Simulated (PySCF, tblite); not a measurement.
# 1-isopropylnaphthalene: geometry, infrared bands, NMR shifts, spin-spin couplings and electronic excitations

Wanted: the infrared bands, NMR shifts, spin-spin couplings and electronic excitations of 1-isopropylnaphthalene (`CC(C)c1cccc2ccccc12`), by calculation.

The runs use tblite 0.8.0 and PySCF 2.14.0, with density-fitted response routines of our own; the level of theory stands in each step. All values are computed, except where a source is named. Atoms are numbered from 0 throughout.

### 1 The starting structure

27 atoms, charge 0, multiplicity 1; geometry from: force field or distance geometry start.

Bonds of the start (Å): C0–C1 1.52, C1–C2 1.54, C1–C3 1.47, C3–C4 1.39, C4–C5 1.36, C5–C6 1.39, C6–C7 1.40, C7–C8 1.38, C8–C9 1.38, C9–C10 1.38, C10–C11 1.38, C11–C12 1.38, C12–C3 1.37, C12–C7 1.39, C0–H13 1.12, C0–H14 1.09, C0–H15 1.11, C1–H16 1.12, C2–H17 1.11, C2–H18 1.09, C2–H19 1.12, C4–H20 1.08, C5–H21 1.07, C6–H22 1.09, C8–H23 1.09, C9–H24 1.11, C10–H25 1.09, C11–H26 1.08.

### 2 Geometry optimisation with GFN2-xTB

Job settings and geometry (Å):

```
{"job": {"kind": "relax", "xc": "GFN2-xTB", "basis": "xTB"}, "charge": 0, "multiplicity": 1}
C     -2.261200     0.547500    -1.289400
C     -1.754400     0.468400     0.136200
C     -2.865300    -0.252500     0.914800
C     -0.498300    -0.295500     0.175600
C     -0.571100    -1.668300     0.376100
C      0.524100    -2.475000     0.417400
C      1.785300    -1.904200     0.277400
C      1.908600    -0.521100     0.096200
C      3.154300     0.052600    -0.047300
C      3.264500     1.415800    -0.230600
C      2.129300     2.193600    -0.282300
C      0.884900     1.611800    -0.138800
C      0.754000     0.254600     0.056700
H     -3.358600     0.768200    -1.222800
H     -1.735500     1.295600    -1.883000
H     -2.221100    -0.451400    -1.765400
H     -1.706000     1.459200     0.646800
H     -2.542800    -0.512200     1.940700
H     -3.302700    -1.079200     0.362600
H     -3.669900     0.517100     1.037400
H     -1.543600    -2.128900     0.484400
H      0.423300    -3.533800     0.567600
H      2.692500    -2.500700     0.327800
H      4.035900    -0.592300    -0.009500
H      4.277000     1.853800    -0.340100
H      2.180000     3.275000    -0.421000
H     -0.002900     2.228400    -0.175400
```

Command:

```console
$ OMP_NUM_THREADS=2 python probes_run.py task.json out
```

One launch serves the whole session: the jobs run in the order shown.

**Question.** This job is followed by: GFN2-xTB harmonic vibrations, gas phase; PBE0-D3(BJ)/def2-SVP geometry optimisation, gas phase; GIAO PBE0/pcSseg-1 NMR shielding, non-relativistic, gas phase; B3LYP/pcJ-1 indirect spin-spin coupling, non-relativistic, gas phase; TDDFT PBE0/def2-SVPD, vertical, gas phase, core orbitals frozen in the response; GIAO wB97X-D/pcSseg-1 NMR shielding, non-relativistic, gas phase. What will the session give for the following? strongest single infrared mode (GFN2-xTB); zero-point energy (GFN2-xTB); point group; rotational constants (main isotopes); ¹³C shifts against TMS (PBE0/pcSseg-1, means over atoms taken as alike); ¹H shifts against TMS (PBE0/pcSseg-1, means over atoms taken as alike); largest coupling of the table (B3LYP/pcJ-1); lowest singlet (PBE0/def2-SVPD); brightest single state of those computed; lowest triplet; range of the shift of C7.

The runs gave:

| quantity | value |
| --- | --- |
| strongest single infrared mode (GFN2-xTB) | 3085 cm⁻¹, 92 km/mol |
| zero-point energy (GFN2-xTB) | 142.3 kcal/mol |
| point group | C1 |
| rotational constants (main isotopes) | 1.31, 0.68, 0.48 GHz |
| ¹³C shifts against TMS (PBE0/pcSseg-1, means over atoms taken as alike) | 149.8, 137.3, 134.9, 134.7, 132.3, 131.0, 130.9, 130.7, 128.4, 126.7, 30.7, 24.7 ppm |
| ¹H shifts against TMS (PBE0/pcSseg-1, means over atoms taken as alike) | 8.29, 7.97, 7.83, 7.71, 7.65, 7.64, 7.56, 3.57, 1.39 ppm |
| largest coupling of the table (B3LYP/pcJ-1) | ¹J(C,H) C9–H24, 167.0 Hz |
| lowest singlet (PBE0/def2-SVPD) | 4.35 eV (285 nm), f = 0.091 |
| brightest single state of those computed | state 4, 5.84 eV, f = 0.903 |
| lowest triplet | 2.94 eV |
| range of the shift of C7 | 137.3 to 139.1 ppm |

In words: Relaxing lowered the energy by 0.559 eV in 57 steps; the close pair that moved most is C3–C12, from 1.373 to 1.425 Å (GFN2-xTB). No mode is imaginary among the 75: a minimum at this level. The strongest single mode, at 3085 cm⁻¹, moves mainly H24. Unscaled tight-binding wavenumbers are off by several per cent, some by more. Its intensities can rank the bands wrongly. The start of the PBE0/def2-SVP relaxation was shaken at random by about 0.01 Å, so part of the energy gained, and of the first lengths quoted, undoes that. Relaxing lowered the energy by 0.292 eV in 7 steps; the close pair that moved most is C3–C12, from 1.376 to 1.435 Å (PBE0/def2-SVP). No frequency check was run at this level, so the end point may be a saddle. NICS(1)zz of -28 ppm above the planar ring from C3 marks a diatropic (aromatic) ring current. NICS(1)zz of -29 ppm above the planar ring from C7 marks a diatropic (aromatic) ring current. In the run at B3LYP/pcJ-1, the largest coupling of the table is C9–H24, 167.0 Hz, of which the Fermi-contact term gives 165.8 Hz. Couplings across rotatable bonds belong to this one conformer; where others are populated, the observed values are averages. The lowest singlet, at 4.35 eV, is HOMO→LUMO 0.94 and is bright; of the 10 states computed, the strongest absorption comes from state 4 at 5.84 eV. The lowest triplet lies 1.41 eV below the lowest singlet (triplets in Tamm-Dancoff, singlets in full TDDFT). The conformer search found further structures of the same energy, which may be mirror or relabelled copies of this one.
